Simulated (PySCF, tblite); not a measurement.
**C10H10O: geometry, infrared bands and NMR shifts**

Aim: predict the infrared bands and NMR shifts of C10H10O (`C=C/C=C/C(=C)c1ccco1`).

Computed with tblite 0.8.0 and PySCF 2.14.0, with density-fitted response routines of our own, on a single molecule in the gas phase. Atoms are numbered from 0 throughout.

### 1 The starting structure

21 atoms, charge 0, multiplicity 1; geometry from: force field or distance geometry start.

Bonds of the start (Å): C0–C1 1.34, C1–C2 1.43, C2–C3 1.35, C3–C4 1.46, C4–C5 1.35, C4–C6 1.44, C6–C7 1.40, C7–C8 1.41, C8–C9 1.37, C9–O10 1.36, O10–C6 1.38, C0–H11 1.09, C0–H12 1.07, C1–H13 1.10, C2–H14 1.10, C3–H15 1.09, C5–H16 1.08, C5–H17 1.08, C7–H18 1.08, C8–H19 1.09, C9–H20 1.08.

### 2 Geometry optimisation with GFN2-xTB

The job: settings as JSON, then the geometry in Å.

```
{"job": {"kind": "relax", "xc": "GFN2-xTB", "basis": "xTB"}, "charge": 0, "multiplicity": 1}
C      3.585100     1.186200     1.273900
C      3.005500     0.186900     0.589400
C      1.621200     0.164600     0.238900
C      1.047200    -0.831300    -0.459900
C     -0.356300    -0.916300    -0.850900
C     -0.678300    -1.747000    -1.871500
C     -1.451500    -0.208800    -0.249200
C     -1.627800     0.178600     1.085600
C     -2.876400     0.829600     1.187600
C     -3.421300     0.816000    -0.069700
O     -2.584000     0.190500    -0.937800
H      3.010900     2.059100     1.592900
H      4.627000     1.160000     1.536500
H      3.628000    -0.668000     0.303500
H      1.018400     1.041900     0.531100
H      1.672800    -1.668900    -0.757800
H      0.076000    -2.327100    -2.391200
H     -1.699300    -1.869700    -2.211900
H     -0.936000    -0.011700     1.891100
H     -3.327900     1.260200     2.077100
H     -4.342100     1.191900    -0.498000
```

Launch:

```bash
> OMP_NUM_THREADS=1 python probes_run.py task.json out
```

This one command runs all jobs of the session in turn.

**Question.** This job is followed by: GFN2-xTB harmonic vibrations, gas phase; GIAO PBE0/pcSseg-1 NMR shielding, non-relativistic, gas phase. What will the session give for the following? strongest single infrared mode (GFN2-xTB); zero-point energy (GFN2-xTB); 13C shifts against TMS (PBE0/pcSseg-1); 1H shifts against TMS (PBE0/pcSseg-1); 17O shifts against H2O (PBE0/pcSseg-1); surface potential, 1st and 99th percentile.

**Answer**, as computed:

| quantity | value |
| --- | --- |
| strongest single infrared mode (GFN2-xTB) | 3131 cm⁻¹, 52 km/mol |
| zero-point energy (GFN2-xTB) | 103.5 kcal/mol |
| 13C shifts against TMS (PBE0/pcSseg-1) | 158.6, 146.8, 145.8, 144.2, 141.6, 140.6, 126.1, 122.5, 118.1, 117.1 ppm |
| 1H shifts against TMS (PBE0/pcSseg-1) | 7.54, 6.99, 6.75, 6.73, 6.72, 6.62, 5.94, 5.60, 5.55, 5.51 ppm |
| 17O shifts against H2O (PBE0/pcSseg-1) | 300.3 ppm |
| surface potential, 1st and 99th percentile | -0.79 V and 1.03 V |

In words: The optimisation took 66 steps and gained 0.190 eV; among the close pairs (by a distance rule), C6–O10 changed most, from 1.384 to 1.354 Å. No mode is imaginary among the 57: a minimum at this level. The strongest single mode, at 3131 cm⁻¹, moves mainly H12. Unscaled tight-binding wavenumbers are off by several per cent, some by more. Its intensities can rank the bands wrongly. At PBE0/pcSseg-1: The widest tensor belongs to O10: span 346 ppm, with a paramagnetic part of -363 ppm. NICS(1)zz of -25 ppm above the planar ring from C6 marks a diatropic (aromatic) ring current. By nearest atom (PBE0/pcSseg-1), the HOMO sits on C5 22 %; C6, C9 about 11 % each and the LUMO on C5 18 %; C0, C2, C3 about 13 % each.
